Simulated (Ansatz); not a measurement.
# BH5O2Si: one molecule under many settings

Aim: run BH5O2Si under a spread of inputs, and see what each costs and gives.

Method: the settings change from run to run; program: Ansatz 0.2.0, Gaussian basis.

## (1) The relaxed structure

An earlier PBE0-D4 in a triple-zeta def2 set relaxation fixed the geometry.

SMILES `OB(O)[SiH3]`, 9 atoms, charge 0, spin multiplicity 1.

Atoms are counted from 1 here; the program's logs count them from 0.

Bond lengths: O1–B2 1.363 Å, O1–H5 0.963 Å, B2–O3 1.364 Å, B2–Si4 2.033 Å, O3–H6 0.963 Å, Si4–H7 1.487 Å, Si4–H8 1.490 Å, Si4–H9 1.490 Å. Angles: B2–O1–H5 115.8°, O1–B2–O3 124.1°, O1–B2–Si4 118.6°, O3–B2–Si4 117.3°, B2–O3–H6 116.1°, B2–Si4–H7 111.8°, B2–Si4–H8 110.5°, B2–Si4–H9 110.3°, H7–Si4–H8 108.3°, H7–Si4–H9 108.2°, H8–Si4–H9 107.5°.

## (2) PBE/def2-TZVP

This run has coordinates scaled by 1.25.

Input file in.yaml:

```yaml
crystal:
  periodic: [false, false, false]
  atoms:
    - {symbol: O, position_ang: [-0.075953, 1.234815, -1.767127]}
    - {symbol: B, position_ang: [0.400631, 0.540424, -0.285942]}
    - {symbol: O, position_ang: [1.753605, 1.051092, 0.616445]}
    - {symbol: Si, position_ang: [-0.978141, -1.372766, 0.661258]}
    - {symbol: H, position_ang: [0.609590, 2.139663, -2.166633]}
    - {symbol: H, position_ang: [2.387241, 1.961156, 0.149542]}
    - {symbol: H, position_ang: [-2.366966, -1.853742, -0.477388]}
    - {symbol: H, position_ang: [0.092185, -2.869601, 0.945104]}
    - {symbol: H, position_ang: [-1.711443, -0.889039, 2.303367]}
basis:
  gaussian: {orbitals: def2-TZVP}
hamiltonian: {xc: {name: PBE}}
```

Command:

```console
$ ansatz run in.yaml --threads 2 --pin off --events-out ev --progress --plain --max-ram 4352MiB
```

Standard output:

```text
Functional definition: PBE
  name "PBE"
  cite "Perdew, Burke & Ernzerhof, Phys. Rev. Lett. 77, 3865 (1996) doi:10.1103/PhysRevLett.77.3865"
  parent pbe
  parameter kappa = 0.804
  parameter beta = 0.06672455060314922
  exchange = pbe_x(kappa = kappa, mu = beta*pi^2/3)
  correlation = pbe_c(beta = beta)
943 factors; their error is unknown
mean field evaluation 1: about -12706.7378 eV, gradient 7.7e1 eV
mean field evaluation 2: about -12542.9355 eV, gradient 2.3e2 eV
mean field evaluation 4: about -12716.1426 eV, gradient 1.8e1 eV
mean field evaluation 8: about -12717.2547 eV, gradient 6.2e-1 eV
mean field evaluation 16: about -12717.2462 eV, gradient 6.1e-4 eV
mean field -12717.24620197 eV, -467.3501778634 hartree, gradient 6.0e-5 eV, S^2 0.000000; 0 other end points of the search recorded, 0 dependent functions left out
reference -12717.24624893 eV, -467.3501795891 hartree; 20, 20 occupied and 140, 140 virtual orbitals, 943 factors
Total energy: -12717.24624893 eV, -467.3501795891 hartree
```

Run time: 1.6 s. Hardware: 2 threads of Arm Neoverse V2, shared host.

## (3) r2SCAN/def2-SVPD

This run has multiplicity 3, D3(BJ) with three-body dispersion.

Input file in.yaml:

```yaml
crystal:
  periodic: [false, false, false]
  atoms:
    - {symbol: O, position_ang: [-0.060762, 0.987852, -1.413701]}
    - {symbol: B, position_ang: [0.320505, 0.432339, -0.228754]}
    - {symbol: O, position_ang: [1.402884, 0.840873, 0.493156]}
    - {symbol: Si, position_ang: [-0.782513, -1.098213, 0.529006]}
    - {symbol: H, position_ang: [0.487672, 1.711730, -1.733306]}
    - {symbol: H, position_ang: [1.909793, 1.568925, 0.119633]}
    - {symbol: H, position_ang: [-1.893573, -1.482994, -0.381910]}
    - {symbol: H, position_ang: [0.073748, -2.295681, 0.756083]}
    - {symbol: H, position_ang: [-1.369155, -0.711231, 1.842693]}
basis:
  gaussian: {orbitals: def2-SVPD}
magnetization: {spin_polarized: true, initial_magnetization: 2}
hamiltonian: {xc: {name: r2SCAN}, dispersion: d3bjatm}
```

Same command.

Standard output:

```text
Functional definition: r2SCAN
  name "r2SCAN"
  cite "Furness, Kaplan, Ning, Perdew & Sun, J. Phys. Chem. Lett. 11, 8208 (2020) doi:10.1021/acs.jpclett.0c02405"
  cite "Furness, Kaplan, Ning, Perdew & Sun, J. Phys. Chem. Lett. 11, 9248 (2020) doi:10.1021/acs.jpclett.0c03077"
  parent r2scan
  parameter k0 = 0.174
  parameter k1 = 0.065
  parameter a1 = 4.9479
  exchange = r2scan_x(k0 = k0, k1 = k1, a1 = a1)
  correlation = r2scan_c
1077 factors; their error is unknown
mean field evaluation 1: about -12708.5488 eV, gradient 4.9e1 eV
mean field evaluation 2: about -12670.3246 eV, gradient 1.0e2 eV
mean field evaluation 4: about -12717.2092 eV, gradient 3.9e0 eV
mean field evaluation 8: about -12717.3078 eV, gradient 1.5e-1 eV
mean field evaluation 16: about -12717.2761 eV, gradient 2.3e-4 eV
mean field -12717.27612491 eV, -467.3512775111 hartree, gradient 5.4e-5 eV, S^2 2.006959; 2 other end points of the search recorded, 0 dependent functions left out
reference -12717.27614476 eV, -467.3512782407 hartree; 21, 19 occupied and 109, 111 virtual orbitals, 1077 factors
Total energy: -12717.31638541 eV, -467.3527570570 hartree
```

Wall time 9.5 s (2 threads of Arm Neoverse V2, shared host).

⟨S²⟩ 2.007.

## (4) SPW92/pcseg-2

Options: finite nuclei.

Edit in.yaml of step 3 so:

```diff
@@ -13,4 +13,3 @@
 basis:
-  gaussian: {orbitals: def2-SVPD}
-magnetization: {spin_polarized: true, initial_magnetization: 2}
-hamiltonian: {xc: {name: r2SCAN}, dispersion: d3bjatm}
+  gaussian: {orbitals: pcseg-2, nuclear_model: gaussian}
+hamiltonian: {xc: {name: SPW92}}
```

Same command.

Standard output:

```text
Functional definition: SPW92
  name "SPW92"
  cite "Dirac, Proc. Camb. Phil. Soc. 26, 376 (1930) doi:10.1017/S0305004100016108"
  cite "Slater, Phys. Rev. 81, 385 (1951) doi:10.1103/PhysRev.81.385"
  cite "Perdew & Wang, Phys. Rev. B 45, 13244 (1992) doi:10.1103/PhysRevB.45.13244"
  exchange = slater_x
  correlation = pw_c
1004 factors; their error is unknown
mean field evaluation 1: about -12654.7439 eV, gradient 7.8e1 eV
mean field evaluation 2: about -12624.5406 eV, gradient 1.5e2 eV
mean field evaluation 4: about -12664.9929 eV, gradient 5.7e0 eV
mean field evaluation 8: about -12665.0796 eV, gradient 2.5e-1 eV
mean field evaluation 16: about -12665.0339 eV, gradient 1.2e-4 eV
mean field -12665.03390812 eV, -465.4314114551 hartree, gradient 2.2e-5 eV, S^2 0.000000; 0 other end points of the search recorded, 0 dependent functions left out
reference -12665.03395887 eV, -465.4314133202 hartree; 20, 20 occupied and 174, 174 virtual orbitals, 1004 factors
Total energy: -12665.03395887 eV, -465.4314133202 hartree
```

Run time: 1.1 s. Hardware: 2 threads of Arm Neoverse V2, shared host.

## (5) B3LYP/cc-pVDZ

This run has D4 dispersion, the search for lower states set to off.

Edit in.yaml of step 4 so:

```diff
@@ -13,3 +13,4 @@
 basis:
-  gaussian: {orbitals: pcseg-2, nuclear_model: gaussian}
-hamiltonian: {xc: {name: SPW92}}
+  gaussian: {orbitals: cc-pVDZ}
+hamiltonian: {xc: {name: B3LYP}, dispersion: d4}
+scf: {lower_state_search: off}
```

Same command.

Standard output:

```text
Functional definition: B3LYP
  name "B3LYP"
  cite "Stephens, Devlin, Chabalowski & Frisch, J. Phys. Chem. 98, 11623 (1994) doi:10.1021/j100096a001"
  cite "Becke, Phys. Rev. A 38, 3098 (1988) doi:10.1103/PhysRevA.38.3098"
  cite "Lee, Yang & Parr, Phys. Rev. B 37, 785 (1988) doi:10.1103/PhysRevB.37.785"
  cite "Vosko, Wilk & Nusair, Can. J. Phys. 58, 1200 (1980) doi:10.1139/p80-159"
  parameter a0 = 0.2
  parameter ax = 0.72
  parameter ac = 0.81
  exchange = (1 - a0 - ax)*slater_x + ax*b88_x + a0*exact_x
  correlation = (1 - ac)*vwn_rpa_c + ac*lyp_c
these checks for a lower state are left out or cut short: stability, starts, cluster_reference, orbital_swaps, neighbouring_geometries, increment
986 factors; their error is unknown
mean field evaluation 1: about -12726.2685 eV, gradient 6.0e1 eV
mean field evaluation 2: about -12719.2993 eV, gradient 8.8e1 eV
mean field evaluation 4: about -12732.5528 eV, gradient 1.7e0 eV
mean field evaluation 8: about -12732.5630 eV, gradient 1.4e-1 eV
mean field evaluation 16: about -12732.5890 eV, gradient 1.4e-5 eV
mean field -12732.58904869 eV, -467.9140170804 hartree, gradient 2.8e-6 eV, S^2 0.000000; 0 other end points of the search recorded, 0 dependent functions left out
reference -12732.58930330 eV, -467.9140264372 hartree; 20, 20 occupied and 65, 65 virtual orbitals, 986 factors
Total energy: -12732.82338042 eV, -467.9226286128 hartree
Checks for a lower state left out: stability, starts, cluster_reference, orbital_swaps, neighbouring_geometries, increment
```

Run time: 0.8 s. Hardware: 2 threads of Arm Neoverse V2, shared host.

## (6) CAM-B3LYP/6-31G*

Set apart from the defaults: atoms shaken by 0.08 Å, D4 dispersion, the search for lower states set to off.

Input file in.yaml:

```yaml
crystal:
  periodic: [false, false, false]
  atoms:
    - {symbol: O, position_ang: [-0.072184, 1.052328, -1.443677]}
    - {symbol: B, position_ang: [0.410900, 0.564785, -0.394148]}
    - {symbol: O, position_ang: [1.308770, 0.948874, 0.582517]}
    - {symbol: Si, position_ang: [-0.680818, -1.042134, 0.381720]}
    - {symbol: H, position_ang: [0.491585, 1.800536, -1.794632]}
    - {symbol: H, position_ang: [1.966276, 1.596633, 0.178303]}
    - {symbol: H, position_ang: [-1.863878, -1.466781, -0.317963]}
    - {symbol: H, position_ang: [0.220644, -2.362579, 0.578234]}
    - {symbol: H, position_ang: [-1.308171, -0.810337, 1.878090]}
basis:
  gaussian: {orbitals: "6-31G*"}
hamiltonian: {xc: {name: CAM-B3LYP}, dispersion: d4}
scf: {lower_state_search: off}
```

The command is unchanged.

Standard output:

```text
Functional definition: CAM-B3LYP
  name "CAM-B3LYP"
  cite "Yanai, Tew & Handy, Chem. Phys. Lett. 393, 51 (2004) doi:10.1016/j.cplett.2004.06.011"
  cite "Iikura, Tsuneda, Yanai & Hirao, J. Chem. Phys. 115, 3540 (2001) doi:10.1063/1.1383587"
  cite "Becke, Phys. Rev. A 38, 3098 (1988) doi:10.1103/PhysRevA.38.3098"
  cite "Lee, Yang & Parr, Phys. Rev. B 37, 785 (1988) doi:10.1103/PhysRevB.37.785"
  cite "Vosko, Wilk & Nusair, Can. J. Phys. 58, 1200 (1980) doi:10.1139/p80-159"
  parameter alpha = 0.19
  parameter beta = 0.46
  parameter omega = 0.33/bohr
  parameter ac = 0.81
  # Exact exchange under (alpha + beta erf(omega r))/r, Becke's under what is left of 1/r.
  exchange = (1 - alpha - beta)*b88_x + beta*b88_x_sr(omega) + alpha*exact_x + beta*exact_x_lr(omega)
  correlation = (1 - ac)*vwn5_c + ac*lyp_c
these checks for a lower state are left out or cut short: stability, starts, cluster_reference, orbital_swaps, neighbouring_geometries, increment
717 factors; integrals over basis functions are off by at most 8.0e-4 eV
251 factors; integrals over basis functions are off by at most 7.2e-6 eV
mean field evaluation 1: about -12722.8975 eV, gradient 5.4e1 eV
mean field evaluation 2: about -12721.4187 eV, gradient 6.4e1 eV
mean field evaluation 4: about -12727.9508 eV, gradient 1.7e0 eV
mean field evaluation 8: about -12728.1095 eV, gradient 1.2e-1 eV
mean field evaluation 16: about -12728.1095 eV, gradient 2.0e-5 eV
mean field -12728.10949408 eV, -467.7493964850 hartree, gradient 5.8e-6 eV, S^2 0.000000; 0 other end points of the search recorded, 0 dependent functions left out
reference -12728.10960358 eV, -467.7494005089 hartree; 20, 20 occupied and 54, 54 virtual orbitals, 717 factors
Total energy: -12728.23457052 eV, -467.7539929594 hartree
Checks for a lower state left out: stability, starts, cluster_reference, orbital_swaps, neighbouring_geometries, increment
```

Run time: 0.85 s. Hardware: 2 threads of Arm Neoverse V2, shared host.

## (7) SVWN5/cc-pVDZ

Input file in.yaml:

```yaml
crystal:
  periodic: [false, false, false]
  atoms:
    - {symbol: O, position_ang: [-0.060762, 0.987852, -1.413701]}
    - {symbol: B, position_ang: [0.320505, 0.432339, -0.228754]}
    - {symbol: O, position_ang: [1.402884, 0.840873, 0.493156]}
    - {symbol: Si, position_ang: [-0.782513, -1.098213, 0.529006]}
    - {symbol: H, position_ang: [0.487672, 1.711730, -1.733306]}
    - {symbol: H, position_ang: [1.909793, 1.568925, 0.119633]}
    - {symbol: H, position_ang: [-1.893573, -1.482994, -0.381910]}
    - {symbol: H, position_ang: [0.073748, -2.295681, 0.756083]}
    - {symbol: H, position_ang: [-1.369155, -0.711231, 1.842693]}
basis:
  gaussian: {orbitals: cc-pVDZ}
hamiltonian: {xc: {name: SVWN5}}
output: {forces: true}
```

Launched as before.

Standard output:

```text
Functional definition: SVWN5
  name "SVWN5"
  cite "Dirac, Proc. Camb. Phil. Soc. 26, 376 (1930) doi:10.1017/S0305004100016108"
  cite "Slater, Phys. Rev. 81, 385 (1951) doi:10.1103/PhysRev.81.385"
  cite "Vosko, Wilk & Nusair, Can. J. Phys. 58, 1200 (1980) doi:10.1139/p80-159"
  exchange = slater_x
  correlation = vwn5_c
952 factors; their error is unknown
mean field evaluation 1: about -12654.8958 eV, gradient 6.5e1 eV
mean field evaluation 2: about -12638.6079 eV, gradient 1.1e2 eV
mean field evaluation 4: about -12662.4921 eV, gradient 3.8e0 eV
mean field evaluation 8: about -12662.5339 eV, gradient 1.3e-1 eV
mean field evaluation 16: about -12662.4920 eV, gradient 3.2e-5 eV
mean field -12662.49195524 eV, -465.3379964097 hartree, gradient 3.2e-5 eV, S^2 0.000000; 0 other end points of the search recorded, 0 dependent functions left out
the calculation of the forces begins
reference -12662.49199037 eV, -465.3379977008 hartree; 20, 20 occupied and 65, 65 virtual orbitals, 952 factors
Total energy: -12662.49199037 eV, -465.3379977008 hartree
Atom 0 at    -0.060762     0.987852    -1.413701 Å, force    -0.619932    -0.781739     0.313741 eV/Å
Atom 1 at     0.320505     0.432339    -0.228754 Å, force     0.081895     0.121275    -0.069114 eV/Å
Atom 2 at     1.402884     0.840873     0.493156 Å, force    -0.520554    -0.786894     0.436186 eV/Å
Atom 3 at    -0.782513    -1.098213     0.529006 Å, force     0.341327     0.481433    -0.247651 eV/Å
Atom 4 at     0.487672     1.711730    -1.733306 Å, force     0.558810     0.653010    -0.213092 eV/Å
Atom 5 at     1.909793     1.568925     0.119633 Å, force     0.402260     0.665838    -0.412851 eV/Å
Atom 6 at    -1.893573    -1.482994    -0.381910 Å, force    -0.304312    -0.106110    -0.246869 eV/Å
Atom 7 at     0.073748    -2.295681     0.756083 Å, force     0.221680    -0.332342     0.076407 eV/Å
Atom 8 at    -1.369155    -0.711231     1.842693 Å, force    -0.161176     0.085528     0.363244 eV/Å
Dipole moment:     0.409118     0.563635    -0.270648 e Å
```

It took 0.75 s on 2 threads of Arm Neoverse V2, shared host.

Largest force 1.046 eV/Å, dipole 3.59 D.

## (8) PBE0/ANO-RCC-VTZP

Set apart from the defaults: a point charge of 0.50 e beside it.

Edit in.yaml of step 7 so:

```diff
@@ -13,4 +13,3 @@
 basis:
-  gaussian: {orbitals: cc-pVDZ}
-hamiltonian: {xc: {name: SVWN5}}
-output: {forces: true}
+  gaussian: {orbitals: ANO-RCC-VTZP, point_charges: [{charge: 0.50, position_ang: [6.735, 0.058, -0.326]}]}
+hamiltonian: {xc: {name: PBE0}}
```

The command is unchanged.

Standard output:

```text
Functional definition: PBE0
  name "PBE0"
  cite "Adamo & Barone, J. Chem. Phys. 110, 6158 (1999) doi:10.1063/1.478522"
  cite "Perdew, Burke & Ernzerhof, Phys. Rev. Lett. 77, 3865 (1996) doi:10.1103/PhysRevLett.77.3865"
  parent pbe
  parameter a = 0.25
  parameter kappa = 0.804
  parameter beta = 0.06672455060314922
  exchange = (1 - a)*pbe_x(kappa = kappa, mu = beta*pi^2/3) + a*exact_x
  correlation = pbe_c(beta = beta)
1354 factors; their error is unknown
mean field evaluation 1: about -12738.7415 eV, gradient 6.4e1 eV
mean field evaluation 2: about -12730.8685 eV, gradient 9.2e1 eV
mean field evaluation 4: about -12745.2378 eV, gradient 1.6e0 eV
mean field evaluation 8: about -12745.2459 eV, gradient 8.6e-2 eV
mean field evaluation 16: about -12745.3350 eV, gradient 2.0e-5 eV
mean field -12745.33496592 eV, -468.3824208991 hartree, gradient 2.0e-5 eV, S^2 0.000000; 0 other end points of the search recorded, 0 dependent functions left out
reference -12745.33501038 eV, -468.3824225332 hartree; 20, 20 occupied and 174, 174 virtual orbitals, 1354 factors
Total energy: -12745.33501038 eV, -468.3824225332 hartree
Relativity: scalar
```

Run time: 5 s. Hardware: 2 threads of Arm Neoverse V2, shared host.

## (9) rPW86-PBE/def2-TZVPD

Set apart from the defaults: charge +1, multiplicity 2, atoms shaken by 0.08 Å.

Input file in.yaml:

```yaml
crystal:
  periodic: [false, false, false]
  atoms:
    - {symbol: O, position_ang: [-0.017163, 0.904483, -1.448734]}
    - {symbol: B, position_ang: [0.263938, 0.435982, -0.150408]}
    - {symbol: O, position_ang: [1.344147, 0.883198, 0.661460]}
    - {symbol: Si, position_ang: [-0.687748, -1.090942, 0.564783]}
    - {symbol: H, position_ang: [0.577094, 1.782392, -1.615345]}
    - {symbol: H, position_ang: [1.968995, 1.545639, 0.329373]}
    - {symbol: H, position_ang: [-1.893830, -1.593117, -0.405484]}
    - {symbol: H, position_ang: [0.131103, -2.262744, 0.796619]}
    - {symbol: H, position_ang: [-1.247695, -0.838744, 1.964499]}
basis:
  gaussian: {orbitals: def2-TZVPD}
total_charge: 1
magnetization: {spin_polarized: true, initial_magnetization: 1}
hamiltonian: {xc: {name: rPW86-PBE}}
```

The command is unchanged.

Standard output:

```text
Functional definition: rPW86-PBE
  name "rPW86-PBE"
  cite "Murray, Lee & Langreth, J. Chem. Theory Comput. 5, 2754 (2009) doi:10.1021/ct900365q"
  cite "Perdew, Burke & Ernzerhof, Phys. Rev. Lett. 77, 3865 (1996) doi:10.1103/PhysRevLett.77.3865"
  parent pbe
  exchange = rpw86_x
  correlation = pbe_c
1063 factors; their error is unknown
mean field evaluation 1: about -12715.7253 eV, gradient 8.5e1 eV
mean field evaluation 2: about -12446.3375 eV, gradient 2.0e2 eV
mean field evaluation 4: about -12732.3912 eV, gradient 3.5e1 eV
mean field evaluation 8: about -12739.1036 eV, gradient 1.3e1 eV
mean field evaluation 16: about -12740.5546 eV, gradient 2.2e-1 eV
mean field evaluation 32: about -12740.5388 eV, gradient 1.1e-4 eV
mean field evaluation 64: about -12740.2398 eV, gradient 3.1e0 eV
mean field -12740.53880091 eV, -468.2061650861 hartree, gradient 7.2e-6 eV, S^2 0.753685; 10 other end points of the search recorded, 0 dependent functions left out
reference -12740.53893711 eV, -468.2061700912 hartree; 20, 19 occupied and 185, 186 virtual orbitals, 1063 factors
Total energy: -12740.53893711 eV, -468.2061700912 hartree
```

It took 33 s on 2 threads of Arm Neoverse V2, shared host; peak memory 0.49 GiB.

⟨S²⟩ 0.754.

## (10) B97/aug-cc-pVTZ

Set apart from the defaults: finite nuclei.

Input file in.yaml:

```yaml
crystal:
  periodic: [false, false, false]
  atoms:
    - {symbol: O, position_ang: [-0.060762, 0.987852, -1.413701]}
    - {symbol: B, position_ang: [0.320505, 0.432339, -0.228754]}
    - {symbol: O, position_ang: [1.402884, 0.840873, 0.493156]}
    - {symbol: Si, position_ang: [-0.782513, -1.098213, 0.529006]}
    - {symbol: H, position_ang: [0.487672, 1.711730, -1.733306]}
    - {symbol: H, position_ang: [1.909793, 1.568925, 0.119633]}
    - {symbol: H, position_ang: [-1.893573, -1.482994, -0.381910]}
    - {symbol: H, position_ang: [0.073748, -2.295681, 0.756083]}
    - {symbol: H, position_ang: [-1.369155, -0.711231, 1.842693]}
basis:
  gaussian: {orbitals: aug-cc-pVTZ, nuclear_model: gaussian}
hamiltonian: {xc: {name: B97}}
output: {forces: true}
```

Launched as before.

Standard output:

```text
Functional definition: B97
  name "B97"
  cite "Becke, J. Chem. Phys. 107, 8554 (1997) doi:10.1063/1.475007"
  parameter cx = 0.1943
  parameter cx0 = 0.8094
  parameter cx1 = 0.5073
  parameter cx2 = 0.7481
  parameter css0 = 0.1737
  parameter css1 = 2.3487
  parameter css2 = -2.4868
  parameter cos0 = 0.9454
  parameter cos1 = 0.7471
  parameter cos2 = -4.5961
  exchange = spin_sum(e_x_unif_s*poly(b97_u_x, cx0, cx1, cx2)) + cx*exact_x
  correlation = spin_sum(e_c_pw_same_spin*poly(b97_u_same, css0, css1, css2))
      + integral(e_c_pw_opposite_spin*poly(b97_u_opposite, cos0, cos1, cos2))
1339 factors; their error is unknown
mean field evaluation 1: about -12723.5331 eV, gradient 7.0e1 eV
mean field evaluation 2: about -12711.3065 eV, gradient 1.1e2 eV
mean field evaluation 4: about -12731.4904 eV, gradient 2.5e0 eV
mean field evaluation 8: about -12731.5076 eV, gradient 6.4e-2 eV
mean field evaluation 16: about -12731.5320 eV, gradient 1.1e-5 eV
mean field -12731.53204923 eV, -467.8751730667 hartree, gradient 1.2e-5 eV, S^2 0.000000; 0 other end points of the search recorded, 0 dependent functions left out
the calculation of the forces begins
reference -12731.53208904 eV, -467.8751745300 hartree; 20, 20 occupied and 283, 283 virtual orbitals, 1339 factors
Total energy: -12731.53208904 eV, -467.8751745300 hartree
Atom 0 at    -0.060762     0.987852    -1.413701 Å, force    -0.105070     0.107596    -0.265637 eV/Å
Atom 1 at     0.320505     0.432339    -0.228754 Å, force    -0.091401    -0.125764     0.060389 eV/Å
Atom 2 at     1.402884     0.840873     0.493156 Å, force     0.236983     0.074118     0.178246 eV/Å
Atom 3 at    -0.782513    -1.098213     0.529006 Å, force    -0.066151    -0.086997     0.037806 eV/Å
Atom 4 at     0.487672     1.711730    -1.733306 Å, force     0.016457     0.036608    -0.029803 eV/Å
Atom 5 at     1.909793     1.568925     0.119633 Å, force     0.035009     0.034049    -0.004532 eV/Å
Atom 6 at    -1.893573    -1.482994    -0.381910 Å, force    -0.023718    -0.013092    -0.012694 eV/Å
Atom 7 at     0.073748    -2.295681     0.756083 Å, force     0.012087    -0.027693     0.008180 eV/Å
Atom 8 at    -1.369155    -0.711231     1.842693 Å, force    -0.014196     0.001174     0.028046 eV/Å
Dipole moment:     0.359563     0.498795    -0.244164 e Å
```

Wall time 19 s (2 threads of Arm Neoverse V2, shared host); peak memory 0.99 GiB.

Largest force 0.306 eV/Å, dipole 3.18 D.

## (11) The runs in one table

```csv
level,charge,multiplicity,geometry,functions,energy (eV),time
PBE/def2-TZVP,0,1,scaled,160,-12717.246,1.6 s
r2SCAN/def2-SVPD,0,3,relaxed,130,-12717.316,9.5 s
SPW92/pcseg-2,0,1,relaxed,194,-12665.034,1.1 s
B3LYP/cc-pVDZ,0,1,relaxed,85,-12732.823,0.8 s
CAM-B3LYP/6-31G*,0,1,shaken,74,-12728.235,0.85 s
SVWN5/cc-pVDZ,0,1,relaxed,85,-12662.492,0.75 s
PBE0/ANO-RCC-VTZP,0,1,"relaxed, point charge",194,-12745.335,5 s
rPW86-PBE/def2-TZVPD,1,2,shaken,205,-12740.539,33 s
B97/aug-cc-pVTZ,0,1,relaxed,303,-12731.532,19 s
```

## (12) What came out

| quantity | value |
| --- | --- |
| runs | 9 |
| quickest | SVWN5/cc-pVDZ, 0.75 s |
| slowest | rPW86-PBE/def2-TZVPD, 33 s |
| spread of total energies, same state and geometry | 70.3 eV |
| dipole, same state and geometry | 3.18 to 3.59 D |

**Reading.** Run time spans a factor of 44, from SVWN5/cc-pVDZ to rPW86-PBE/def2-TZVPD. The jobs differ in tasks and options as well as level. Total energies at one charge and spin differ by 70 eV between levels, so only differences within one level mean anything. At the PBE0-D4/def2-TZVP geometry and in the same state, runs without warnings or point charges leave forces up to 1.05 eV/Å (SVWN5/cc-pVDZ).
